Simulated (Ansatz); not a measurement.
# GaH2Br (SMILES [GaH2][Br]): one structure at several levels

An exercise on one series of results from a longer session: the logs are not shown, and one member is left open.

The runs use Ansatz 0.2.0, Gaussian basis; single points in def2-TZVPP.

Cores are frozen in the correlated methods. Filled d shells of the heavier atoms are correlated.

## The starting structure

SMILES `[GaH2][Br]`, 4 atoms, charge 0, spin multiplicity 1.

Atoms are counted from 1 here; the program's logs count them from 0.

Bond lengths: Ga1–Br2 2.382 Å, Ga1–H3 1.656 Å, Ga1–H4 1.604 Å. Angles: Br2–Ga1–H3 125.9°, Br2–Ga1–H4 118.9°, H3–Ga1–H4 113.5°.

As a file:

```xyz
4
charge 0, multiplicity 1
Ga   -0.1398   -0.0646   -0.0709
Br    2.0743   -0.4131    0.7364
H    -1.4285   -1.0789    0.1606
H    -0.3804    1.0197   -1.2287
```

The first run:

run/in.yaml reads:

```yaml
crystal:
  periodic: [false, false, false]
  atoms:
    - {symbol: Ga, position_ang: [-0.139800, -0.064600, -0.070900]}
    - {symbol: Br, position_ang: [2.074300, -0.413100, 0.736400]}
    - {symbol: H, position_ang: [-1.428500, -1.078900, 0.160600]}
    - {symbol: H, position_ang: [-0.380400, 1.019700, -1.228700]}
basis:
  gaussian: {orbitals: def2-TZVPP}
correlation: {method: ccsd_t}
output: {forces: true}
```

The command line of these runs was not kept.

Steps of the session up to this table: CCSD(T)/def2-TZVPP; PBE0-D4/def2-TZVPP; wB97M-V/def2-TZVPP; r2SCAN-D4/def2-TZVPP; PBE-D4/def2-TZVPP; HSE06-D4/def2-TZVPP; r2SCAN0-D4/def2-TZVPP.

One table of the session follows, with a row left open; its other results are not shown here.

| method | RMS force component (eV/Å) | angle to CCSD(T) forces (°) | dipole (D) |
| --- | --- | --- | --- |
| CCSD(T) | 0.616 | reference | 1.54 |
| PBE0-D4 | ? | ? | ? |
| wB97M-V | 0.639 | 2.2 | 1.65 |
| r2SCAN-D4 | 0.611 | 1.7 | 1.54 |
| PBE-D4 | 0.502 | 7.4 | 1.44 |
| HSE06-D4 | 0.582 | 2.6 | 1.59 |
| r2SCAN0-D4 | 0.657 | 1.1 | 1.64 |

Q: Estimate the row for PBE0-D4 from the others.

**Answer.** RMS force component (eV/Å): 0.588; angle to CCSD(T) forces (°): 2.3; dipole (D): 1.59. In the column «RMS force component (eV/Å)» it lies between HSE06-D4 (0.582) and r2SCAN-D4 (0.611).
